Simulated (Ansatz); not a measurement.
# Sn30H48 hole disc (Sn29BH48): geometry, orbitals and charge

What does Sn30H48 hole disc (Sn29BH48) look like as a doublet, and where do its frontier electrons sit?

The runs use Ansatz 0.2.0, Gaussian basis; UKS PBE0-D4/def2-SVP.

Levels to be run: relaxation at r2SCAN-D4/def2-SVP; a single point at PBE0-D4/def2-SVP.

1 further run of the same task is left out (set aside as unsound or not needed). Runs told in other sessions of the task aren't counted.

## Step 1: The starting structure

78 atoms, charge 0, spin multiplicity 2.

Atoms are counted from 1 here; the program's logs count them from 0.

Bond lengths: Sn1–Sn17 2.726 Å, Sn1–Sn18 2.719 Å, Sn1–H31 1.701 Å, Sn1–H32 1.675 Å, Sn2–Sn17 2.724 Å, Sn2–Sn20 2.706 Å, Sn2–H33 1.689 Å, Sn2–H34 1.675 Å, Sn3–Sn19 2.809 Å, Sn3–Sn20 2.744 Å, Sn3–H35 1.691 Å, Sn3–H36 1.690 Å, Sn4–Sn19 2.820 Å, Sn4–Sn21 2.769 Å, Sn4–H37 1.715 Å, Sn4–H38 1.693 Å, Sn5–Sn18 2.748 Å, Sn5–Sn22 2.858 Å and more. Angles: Sn17–Sn1–Sn18 114.0°, Sn17–Sn1–H31 109.7°, Sn17–Sn1–H32 107.1°, Sn18–Sn1–H31 112.1°, Sn18–Sn1–H32 109.3°, H31–Sn1–H32 104.0°, Sn17–Sn2–Sn20 110.1°, Sn17–Sn2–H33 109.3°, Sn17–Sn2–H34 104.4°, Sn20–Sn2–H33 120.6°, Sn20–Sn2–H34 108.7°, H33–Sn2–H34 102.3°, Sn19–Sn3–Sn20 109.9°, Sn19–Sn3–H35 124.1°, Sn19–Sn3–H36 125.9°, Sn20–Sn3–H35 90.6°, Sn20–Sn3–H36 98.4°, H35–Sn3–H36 99.9° and more.

Sn takes a core potential in the def2 sets. No spin-orbit coupling is included.

The start is a GFN2-xTB geometry.

## Step 2: Optimising with r2SCAN-D4/def2-SVP

File in.yaml:

```yaml
crystal:
  periodic: [false, false, false]
  atoms:
    - {symbol: Sn, position_ang: [-4.989030, -4.995570, 1.399300]}
    - {symbol: Sn, position_ang: [-4.796130, -1.406710, -1.544060]}
    - {symbol: Sn, position_ang: [-5.116540, 1.749130, 1.565290]}
    - {symbol: Sn, position_ang: [-4.806090, 5.147090, -1.544220]}
    - {symbol: Sn, position_ang: [-1.470140, -4.827830, -1.486980]}
    - {symbol: Sn, position_ang: [1.271140, -4.497940, 1.631550]}
    - {symbol: Sn, position_ang: [-1.388210, 1.624180, -1.320340]}
    - {symbol: Sn, position_ang: [1.999970, -1.072580, -1.527930]}
    - {symbol: Sn, position_ang: [-1.685610, -1.320210, 1.547670]}
    - {symbol: Sn, position_ang: [1.511290, 1.624220, 1.178920]}
    - {symbol: Sn, position_ang: [1.017770, 4.203380, -1.454380]}
    - {symbol: Sn, position_ang: [-1.115490, 4.279400, 1.360760]}
    - {symbol: Sn, position_ang: [4.612310, -5.353030, -1.589750]}
    - {symbol: Sn, position_ang: [5.128260, 1.803220, -1.436490]}
    - {symbol: Sn, position_ang: [5.398150, -1.771990, 1.753700]}
    - {symbol: Sn, position_ang: [4.606810, 5.239310, 1.637160]}
    - {symbol: Sn, position_ang: [-6.314620, -3.108530, -0.055220]}
    - {symbol: Sn, position_ang: [-3.170700, -6.422340, -0.032270]}
    - {symbol: Sn, position_ang: [-6.566690, 3.468020, -0.118670]}
    - {symbol: Sn, position_ang: [-3.379740, 0.233150, 0.077320]}
    - {symbol: Sn, position_ang: [-2.821660, 6.114930, 0.126490]}
    - {symbol: Sn, position_ang: [-0.040740, -2.713640, -0.200370]}
    - {symbol: Sn, position_ang: [2.775230, -6.585170, 0.334040]}
    - {symbol: Sn, position_ang: [0.101690, 0.170510, -3.108250]}
    - {symbol: B, position_ang: [-0.049850, 2.834720, 0.001340]}
    - {symbol: Sn, position_ang: [3.698250, 0.085810, 0.268830]}
    - {symbol: Sn, position_ang: [-0.018870, 0.329860, 3.066480]}
    - {symbol: Sn, position_ang: [2.687850, 6.142590, -0.176220]}
    - {symbol: Sn, position_ang: [6.579890, -3.529050, -0.310630]}
    - {symbol: Sn, position_ang: [6.586950, 3.594910, 0.267310]}
    - {symbol: H, position_ang: [-6.110010, -5.999630, 2.192460]}
    - {symbol: H, position_ang: [-4.206260, -4.197100, 2.646720]}
    - {symbol: H, position_ang: [-4.027350, -2.273880, -2.773080]}
    - {symbol: H, position_ang: [-5.910150, -0.490580, -2.395190]}
    - {symbol: H, position_ang: [-5.756710, 0.353810, 2.273530]}
    - {symbol: H, position_ang: [-4.045370, 2.226060, 2.782580]}
    - {symbol: H, position_ang: [-4.460160, 4.010170, -2.780780]}
    - {symbol: H, position_ang: [-6.042160, 6.059270, -2.256140]}
    - {symbol: H, position_ang: [-2.366040, -4.216030, -2.795130]}
    - {symbol: H, position_ang: [-0.391470, -5.911910, -2.259240]}
    - {symbol: H, position_ang: [0.391410, -5.830870, 2.357060]}
    - {symbol: H, position_ang: [2.534980, -4.291000, 2.805000]}
    - {symbol: H, position_ang: [-2.204010, 2.840550, -2.177840]}
    - {symbol: H, position_ang: [2.428900, -2.337970, -2.637550]}
    - {symbol: H, position_ang: [-2.498400, -2.387750, 2.558980]}
    - {symbol: H, position_ang: [2.007690, 2.992660, 2.145350]}
    - {symbol: H, position_ang: [2.207660, 3.794780, -2.708090]}
    - {symbol: H, position_ang: [0.141500, 5.478460, -2.229620]}
    - {symbol: H, position_ang: [-2.162540, 3.835660, 2.685990]}
    - {symbol: H, position_ang: [-0.166260, 5.507970, 2.115460]}
    - {symbol: H, position_ang: [4.364890, -4.040730, -2.778690]}
    - {symbol: H, position_ang: [6.123130, -5.834340, -2.371670]}
    - {symbol: H, position_ang: [3.907630, 2.089010, -2.831020]}
    - {symbol: H, position_ang: [5.583950, 0.326710, -2.296930]}
    - {symbol: H, position_ang: [3.826430, -2.097060, 2.833310]}
    - {symbol: H, position_ang: [5.689160, -0.220150, 2.660190]}
    - {symbol: H, position_ang: [4.480470, 3.889890, 2.763410]}
    - {symbol: H, position_ang: [6.061510, 5.949090, 2.304840]}
    - {symbol: H, position_ang: [-7.401110, -3.857330, -1.109140]}
    - {symbol: H, position_ang: [-7.355900, -2.223970, 0.932400]}
    - {symbol: H, position_ang: [-3.924890, -7.494990, -1.072890]}
    - {symbol: H, position_ang: [-2.333390, -7.476260, 1.002910]}
    - {symbol: H, position_ang: [-7.463990, 2.180530, -0.768810]}
    - {symbol: H, position_ang: [-7.604870, 3.954570, 1.118850]}
    - {symbol: H, position_ang: [-3.811280, 7.123520, 1.122460]}
    - {symbol: H, position_ang: [-2.219090, 7.325050, -0.962590]}
    - {symbol: H, position_ang: [2.395370, -7.635820, -1.024560]}
    - {symbol: H, position_ang: [4.167400, -7.517870, 0.872690]}
    - {symbol: H, position_ang: [-1.063160, -0.688770, -3.994880]}
    - {symbol: H, position_ang: [0.803510, 1.210320, -4.192320]}
    - {symbol: H, position_ang: [-0.945950, 1.168760, 4.230170]}
    - {symbol: H, position_ang: [0.973600, -0.648240, 4.000440]}
    - {symbol: H, position_ang: [2.219140, 7.378050, 1.030320]}
    - {symbol: H, position_ang: [3.870050, 7.079620, -1.094840]}
    - {symbol: H, position_ang: [7.657810, -3.912290, 1.063310]}
    - {symbol: H, position_ang: [7.504190, -1.995460, -0.719340]}
    - {symbol: H, position_ang: [7.401310, 2.025600, 0.725170]}
    - {symbol: H, position_ang: [7.483400, 3.739990, -1.303610]}
basis:
  gaussian: {orbitals: def2-SVP, fitting: {mean_field: def2-universal-jkfit}}
magnetization: {spin_polarized: true, initial_magnetization: 1}
hamiltonian: {xc: r2scan, dispersion: d4}
scf: {lower_state_search: "off"}
output: {orbitals: {seedname: orbitals}}
relax: {f_tol: 0.03, max_steps: 70}
```

Started as:

```sh
$ ansatz run in.yaml --threads 11 --pin off --events-out ev --progress --plain --max-ram 110592MiB --backend cuda --devices 0, --max-vram 75GiB
```

Further steps of the session: Single point, PBE0-D4/def2-SVP.

**Question.** What will the summary of the whole plan be? Wanted: point group; commonest bond, hydrogen aside; HOMO, LUMO at PBE0-D4/def2-SVP; ⟨S²⟩; dipole at r2SCAN-D4/def2-SVP.

As calculated:

| quantity | value |
| --- | --- |
| point group | C1 |
| commonest bond, hydrogen aside | Sn–Sn, 32 of mean length 2.806 Å |
| HOMO, LUMO at PBE0-D4/def2-SVP (over both spins) | -6.17, -4.67 eV |
| ⟨S²⟩ | 0.758 |
| dipole at r2SCAN-D4/def2-SVP | 0.95 D |

**Reading.** The molecule keeps its bonding pattern by the stored test; the atoms moved 0.70 Å (rms), and the angle Sn29–Sn15–H56 went from 142° to 109°. No usable vibrations, so a minimum isn't proven. The alpha HOMO lies nearest to B25 17 %; Sn20 16 % and the alpha LUMO to Sn9, Sn22 about 10 % each; Sn3, Sn6, Sn20 about 7 % each (shares on a coarse grid); over both spins the LUMO of beta spin, not drawn, take the frontier's place. Whether this spin is the lowest isn't tested here. The point group is read from a loosely relaxed geometry; soft torsions can leave it below the true symmetry.
